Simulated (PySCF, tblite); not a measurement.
# C₆H₃F₃O: dynamics, then NMR shifts on frames

Aim: move C₆H₃F₃O (`FC(F)=C(F)c1ccco1`) away from its starting geometry and see how NMR shifts follow the geometry.

Programs: tblite 0.8.0 and PySCF 2.14.0, with density-fitted response routines of our own. Each step states its level of theory. These are calculated values for one molecule in the gas phase, unless marked as measured. Atoms count from 0, in the outputs and in this text.

## 1. The molecule as given

13 atoms, charge 0, multiplicity 1; geometry from: GFN2-xTB.

Bonds of the start (Å): F0–C1 1.32, C1–F2 1.32, C1–C3 1.34, C3–F4 1.35, C3–C5 1.44, C5–C6 1.37, C6–C7 1.41, C7–C8 1.36, C8–O9 1.34, O9–C5 1.35, C6–H10 1.07, C7–H11 1.07, C8–H12 1.07.

## 2. A short Langevin run with GFN2-xTB

What the job is given:

```
{"job": {"kind": "md", "xc": "GFN2-xTB", "basis": "xTB", "temperature": 300, "steps": 2000, "every": 50, "frames": 5}, "charge": 0, "multiplicity": 1}
F     -2.188491    -0.346829    -1.809744
C     -2.415881     0.116398    -0.590536
F     -3.705366     0.356542    -0.406832
C     -1.462153     0.314990     0.326293
F     -1.829786     0.792150     1.530912
C     -0.050015     0.069102     0.169947
C      0.976689     0.246697     1.066594
C      2.149659    -0.152370     0.392574
C      1.754126    -0.539420    -0.853478
O      0.428606    -0.409477    -0.997897
H      0.889443     0.613859     2.068074
H      3.146104    -0.151233     0.782811
H      2.302676    -0.909921    -1.696447
```

Method: GFN2-xTB Langevin dynamics, gas phase.

Launch:

```sh
$ OMP_NUM_THREADS=1 python probes_run.py task.json out
```

This one command runs all jobs of the session in turn.

Log:

```text
t/fs     T/K      E/eV
    0.0   250.0   -886.98187
   25.0   119.8   -886.74724
   50.0   187.2   -886.69033
   75.0   192.6   -886.71501
  100.0   225.4   -886.64554
  125.0   155.0   -886.61415
  150.0   228.2   -886.67569
  175.0   192.9   -886.52726
  200.0   256.1   -886.69174
  225.0   302.9   -886.66186
  250.0   301.9   -886.57749
  275.0   303.5   -886.60270
  300.0   284.5   -886.58596
  325.0   278.6   -886.62267
  350.0   366.5   -886.64436
  375.0   424.3   -886.69054
  400.0   306.5   -886.43497
  425.0   341.0   -886.64411
  450.0   352.8   -886.68495
  475.0   302.4   -886.63978
  500.0   318.3   -886.64879
  525.0   271.5   -886.64169
  550.0   336.3   -886.66547
  575.0   253.3   -886.65484
  600.0   185.9   -886.38777
  625.0   296.2   -886.47654
  650.0   431.1   -886.66081
  675.0   383.0   -886.68233
  700.0   314.0   -886.50424
  725.0   311.6   -886.39515
  750.0   191.7   -886.29801
  775.0   332.9   -886.60552
  800.0   297.7   -886.35682
  825.0   318.3   -886.54366
  850.0   279.4   -886.42691
  875.0   249.7   -886.56500
  900.0   285.3   -886.57757
  925.0   181.9   -886.59397
  950.0   223.2   -886.55482
  975.0   264.2   -886.65571
 1000.0   290.3   -886.51450
```

Wall time 19 s (1 thread of Arm Neoverse N1, shared host); peak memory 0.18 GiB.

Distance from the start (root mean square after alignment): 0 fs 0.00 Å, 200 fs 0.17 Å, 400 fs 0.22 Å, 600 fs 0.09 Å, 800 fs 0.10 Å, 1000 fs 0.15 Å.

Positions (Å) and forces (eV/Å) at 1000 fs:

```xyz
13

F    -2.320   -0.829   -1.599    1.157   -0.530   -2.168
C    -2.971   -0.493   -0.560   -0.006    0.694    2.507
F    -4.226   -0.211   -0.824   -0.536   -0.016   -0.089
C    -2.392   -0.324    0.646    0.262   -0.800    0.835
F    -3.280   -0.114    1.693    1.216    0.125   -0.775
C    -0.963   -0.611    0.998   -0.245    0.054   -0.135
C    -0.225   -0.403    2.163   -2.307    0.749   -0.373
C     1.074   -0.813    1.924   -0.103    0.208    0.124
C     1.056   -1.324    0.655    1.511    0.663    0.651
O    -0.098   -1.152    0.073   -1.854   -0.100   -0.190
H    -0.666    0.072    3.023    0.260   -0.148    0.048
H     1.825   -0.557    2.629    0.631   -0.598    0.003
H     1.906   -1.659    0.108    0.012   -0.303   -0.438
```

## 3. NMR shieldings: 250 fs, PBE0/pcSseg-1

What the job is given:

```
{"job": {"kind": "nmr", "xc": "PBE0", "basis": "pcSseg-1", "pop": false}, "charge": 0, "multiplicity": 1}
F     -2.423400    -0.569000    -1.558700
C     -2.661400     0.011900    -0.413400
F     -3.993200     0.193600    -0.144400
C     -1.688400     0.329700     0.442200
F     -2.044300     0.706300     1.642100
C     -0.286800     0.061900     0.320000
C      0.784400    -0.044000     1.184700
C      1.890300    -0.323500     0.395600
C      1.493700    -0.410100    -0.924400
O      0.222900    -0.138100    -0.945700
H      0.731200     0.023200     2.310000
H      2.914900    -0.438000     0.755300
H      1.982000    -0.553400    -1.873700
```

Method: GIAO PBE0/pcSseg-1 NMR shielding, non-relativistic, gas phase.

Log:

```text
coarse grid: 12720 points
cycle   1  E = -604.2022030661  dE =  2.154e+00  |g| = 8.527e-01  |ddm| = 3.632e+00
cycle   2  E = -603.9915289091  dE =  2.107e-01  |g| = 1.377e+00  |ddm| = 1.582e+00
cycle   3  E = -604.3354715735  dE = -3.439e-01  |g| = 9.761e-02  |ddm| = 1.052e+00
cycle   4  E = -604.3364074792  dE = -9.359e-04  |g| = 7.665e-02  |ddm| = 1.402e-01
cycle   5  E = -604.3375975750  dE = -1.190e-03  |g| = 1.053e-02  |ddm| = 6.088e-02
cycle   6  E = -604.3376129934  dE = -1.542e-05  |g| = 5.201e-03  |ddm| = 1.002e-02
cycle   7  E = -604.3376192476  dE = -6.254e-06  |g| = 1.052e-03  |ddm| = 4.932e-03
final grid: 129384 points
cycle   8  E = -604.4255226589  dE = -3.234e-05  |g| = 1.255e-02  |ddm| = 3.463e-02
cycle   9  E = -604.4254660655  dE =  5.659e-05  |g| = 2.156e-02  |ddm| = 2.195e-02
cycle  10  E = -604.4255508629  dE = -8.480e-05  |g| = 1.867e-03  |ddm| = 1.523e-02
cycle  11  E = -604.4255516761  dE = -8.131e-07  |g| = 4.470e-04  |ddm| = 1.984e-03
cycle  12  E = -604.4255517086  dE = -3.253e-08  |g| = 1.441e-04  |ddm| = 4.475e-04
cycle  13  E = -604.4255517124  dE = -3.831e-09  |g| = 4.109e-05  |ddm| = 1.390e-04
cycle  14  E = -604.4255517128  dE = -3.581e-10  |g| = 1.276e-05  |ddm| = 4.700e-05
converged SCF energy = -604.4255517128

GIAO shielding tensors (ppm)
atom      isotropic    diamagn.    paramagn.     s11        s22        s33       span
  0 F      290.182     475.039    -184.857    257.123    297.754    315.668     58.545
  1 C       16.392     252.721    -236.329    -35.081     30.791     53.465     88.547
  2 F      269.063     468.758    -199.695    244.028    260.395    302.767     58.738
  3 C       56.656     244.338    -187.682     19.260     56.371     94.337     75.077
  4 F      382.658     470.054     -87.396    314.845    399.542    433.588    118.742
  5 C       36.329     257.236    -220.907    -23.869     39.183     93.672    117.541
  6 C       68.867     252.508    -183.641     -9.718     51.801    164.518    174.236
  7 C       68.584     256.031    -187.447     -9.173     60.724    154.202    163.375
  8 C       40.861     252.869    -212.008    -44.548     50.261    116.870    161.418
  9 O       21.662     398.522    -376.860   -152.689    -36.418    254.093    406.782
 10 H       23.807      30.060      -6.253     20.697     24.395     26.330      5.633
 11 H       24.881      29.867      -4.985     22.324     25.274     27.046      4.721
 12 H       23.654      30.117      -6.463     20.790     24.661     25.511      4.721
```

Run time: 51 s. Hardware: 1 thread of Arm Neoverse N1, shared host; peak memory 0.82 GiB.

Shifts follow as δ = σ(reference) − σ, with reference shieldings (ppm) from runs at the same level and on the same kind of geometry: ¹H TMS 31.72, ¹³C TMS 186.9, ¹⁹F CFCl3 170.9, ¹⁷O H2O 336.1. The references are single molecules in the gas phase, so shifts against H2O, NH3, PH3, H3PO4 or CFCl3 are not on the usual liquid scales and can be off by tens of ppm. Each atom is listed at this fixed geometry, with no averaging over motion; a spectrum would average atoms that exchange fast.

| atoms | environment | σ (ppm) | δ (ppm) |
| --- | --- | --- | --- |
| C1 | fully substituted alkene carbon | 16.4 | 170.5 |
| C5 | substituted aromatic carbon next to the ring oxygen | 36.3 | 150.6 |
| C8 | aromatic CH next to the ring oxygen | 40.9 | 146.1 |
| C3 | fully substituted alkene carbon | 56.7 | 130.3 |
| C7 | aromatic CH | 68.6 | 118.3 |
| C6 | aromatic CH | 68.9 | 118.1 |
| H12 | hydrogen on an aromatic CH next to the ring oxygen | 23.65 | 8.06 |
| H10 | hydrogen on an aromatic CH | 23.81 | 7.91 |
| H11 | hydrogen on an aromatic CH | 24.88 | 6.84 |
| F2 | vinylic fluorine | 269.1 | -98.1 |
| F0 | vinylic fluorine | 290.2 | -119.2 |
| F4 | vinylic fluorine | 382.7 | -211.7 |
| O9 | aromatic ring oxygen | 21.7 | 314.4 |

Ring of atoms C5, C6, C7, C8, O9: NICS(0) -12.2, NICS(1) -10.3, NICS(1)zz -26.6 ppm (means of both faces).

The fields below are evaluated on a grid from the run's orbitals.

Frontier orbitals at PBE0/pcSseg-1, with the share of their density that lies nearest to each atom:

| orbital | energy (eV) | lies on |
| --- | --- | --- |
| HOMO | -6.37 | C1, C5, C8 about 18 % each; C3, C6 about 9 % each; C7 8 % |
| LUMO | -1.09 | C1 21 %; C5, C6, C8 about 13 % each; C3 11 % |

ELF in a plane through or near 12 of the atoms.

Ten even steps from '0' (0.00) to '9' (1.00):
```
0000000000000000000000000000
0000000000000000000000000000
0000000000000000000000000000
0000000000476100000000000000
0000000002999800343100000000
0000000002999802787520000000
0000013101798401778720000000
0000089843532611477300200000
0000399986815847323005630000
0000399966535139348358862000
0000057656613636363275672000
0000000046166450013245852000
0000000144576581047610330000
0000000699736870278840000000
0000002999910430168751000000
0000001899800000023320000000
0000000035100000000000000000
0000000000000000000000000000
0000000000000000000000000000
0000000000000000000000000000
```
The map spans 12.7 Å across and 9.6 Å up, centred on the molecule. Atoms in the plane (x, y in Å): C1 (2.4, -0.4), F2 (3.8, -0.1), C3 (1.5, 0.5), F4 (1.8, 1.7), C5 (0.1, 0.3), C6 (-1.1, 1.1), C7 (-2.2, 0.2), C8 (-1.7, -1.1), O9 (-0.4, -1.0), H10 (-1.0, 2.2), H11 (-3.2, 0.5), H12 (-2.2, -2.1).

log10 of the density (e/Å³) in the same plane.

Ten even steps from ' ' (-4.0) to '@' (1.3):
```
                                                        
                                                        
                  ..::::::..                            
                ..::--==----::::::----::..              
              ..::--++**++==--==++++++==--..            
          ..::::--==**##**++==++**####**==::            
        ..::======++######**++++##@@%%##++--::..        
      ..::==++******##@@%%##****##%%%%**++====--::      
      ..--==**######%%%%%%########%%##**++****++==::    
      ..--==**####@@######%%@@##%%@@######%%%%##++--    
      ..::==++**##%%##**############%%%%%%@@@@##++--    
        ..--==++**##%%##%%@@##++++**##########**==::    
        ..::--++**##@@%%%%@@##++++**%%##**++++==--..    
          ..--++**##########**++++##%%%%**++----..      
          ..--++**##**++++++====++**##**++==..          
            ::==++++++==------::--==++++==--            
            ..::------::....    ..::--::::              
                ........                                
                                                        
                                                        
```
The map spans 12.7 Å across and 9.6 Å up, centred on the molecule. Atoms in the plane (x, y in Å): C1 (2.4, -0.4), F2 (3.8, -0.1), C3 (1.5, 0.5), F4 (1.8, 1.7), C5 (0.1, 0.3), C6 (-1.1, 1.1), C7 (-2.2, 0.2), C8 (-1.7, -1.1), O9 (-0.4, -1.0), H10 (-1.0, 2.2), H11 (-3.2, 0.5), H12 (-2.2, -2.1).

On the surface of density 0.002 e/bohr³ the electrostatic potential runs, from the 1st to the 99th percentile, from -0.67 V near O9 to 1.36 V near H12.

## 4. Nuclear shieldings: 425 fs, PBE0/pcSseg-1

What the job is given:

```
{"job": {"kind": "nmr", "xc": "PBE0", "basis": "pcSseg-1", "pop": false}, "charge": 0, "multiplicity": 1}
F     -2.716200    -0.367200    -1.285800
C     -2.870200    -0.085700    -0.013300
F     -4.129400     0.306800     0.167500
C     -1.889700     0.002500     0.914300
F     -2.172700     0.315700     2.227400
C     -0.579000    -0.382500     0.560800
C      0.562100    -0.567800     1.338400
C      1.591900    -0.918100     0.475800
C      1.022100    -0.903600    -0.756500
O     -0.283100    -0.567000    -0.762300
H      0.628800    -0.383400     2.423700
H      2.620100    -1.113000     0.592700
H      1.518900    -1.278000    -1.655900
```

With the program's defaults for keys left out, this is: GIAO PBE0/pcSseg-1 NMR shielding, non-relativistic, gas phase.

Log:

```text
coarse grid: 12720 points
cycle   1  E = -604.1921828259  dE =  2.094e+00  |g| = 8.636e-01  |ddm| = 3.632e+00
cycle   2  E = -603.9459770437  dE =  2.462e-01  |g| = 1.433e+00  |ddm| = 1.699e+00
cycle   3  E = -604.3294407984  dE = -3.835e-01  |g| = 1.395e-01  |ddm| = 1.181e+00
cycle   4  E = -604.3315726330  dE = -2.132e-03  |g| = 1.025e-01  |ddm| = 1.994e-01
cycle   5  E = -604.3336063806  dE = -2.034e-03  |g| = 1.713e-02  |ddm| = 8.007e-02
cycle   6  E = -604.3336439207  dE = -3.754e-05  |g| = 9.835e-03  |ddm| = 1.885e-02
cycle   7  E = -604.3336665559  dE = -2.264e-05  |g| = 1.202e-03  |ddm| = 9.054e-03
cycle   8  E = -604.3336668844  dE = -3.285e-07  |g| = 5.231e-04  |ddm| = 1.485e-03
final grid: 129384 points
cycle   9  E = -604.4228478167  dE = -3.960e-05  |g| = 1.168e-02  |ddm| = 3.656e-02
cycle  10  E = -604.4228066705  dE =  4.115e-05  |g| = 1.929e-02  |ddm| = 2.055e-02
cycle  11  E = -604.4228722303  dE = -6.556e-05  |g| = 1.943e-03  |ddm| = 1.319e-02
cycle  12  E = -604.4228730842  dE = -8.540e-07  |g| = 5.386e-04  |ddm| = 2.116e-03
cycle  13  E = -604.4228731358  dE = -5.161e-08  |g| = 1.602e-04  |ddm| = 5.644e-04
cycle  14  E = -604.4228731406  dE = -4.805e-09  |g| = 4.363e-05  |ddm| = 1.557e-04
cycle  15  E = -604.4228731411  dE = -4.234e-10  |g| = 1.595e-05  |ddm| = 5.303e-05
converged SCF energy = -604.4228731411

GIAO shielding tensors (ppm)
atom      isotropic    diamagn.    paramagn.     s11        s22        s33       span
  0 F      274.600     475.211    -200.610    252.157    276.425    295.219     43.062
  1 C       18.681     246.233    -227.552    -28.563     27.798     56.807     85.370
  2 F      260.114     466.875    -206.761    238.022    259.215    283.105     45.083
  3 C       49.372     247.080    -197.708     14.208     48.930     84.979     70.771
  4 F      373.380     469.710     -96.329    348.996    378.869    392.276     43.281
  5 C       34.881     257.960    -223.079    -32.343     40.101     96.885    129.228
  6 C       70.183     251.714    -181.531     -6.427     54.298    162.678    169.104
  7 C       67.858     257.657    -189.799    -32.728     71.412    164.892    197.620
  8 C       33.257     249.924    -216.667    -54.557     52.619    101.709    156.266
  9 O       48.678     398.680    -350.002    -97.482    -14.781    258.297    355.779
 10 H       24.368      30.862      -6.495     21.185     25.012     26.905      5.720
 11 H       25.005      32.121      -7.116     23.623     25.104     26.289      2.667
 12 H       23.750      29.540      -5.790     20.592     24.911     25.747      5.155
```

Run time: 41 s. Hardware: 1 thread of Arm Neoverse N1, shared host; peak memory 0.88 GiB.

In short: δ C1 168.2, C8 153.7, C5 152.0, C3 137.6, H12 7.97, H10 7.35 ppm.

[end of part 1 of 2]
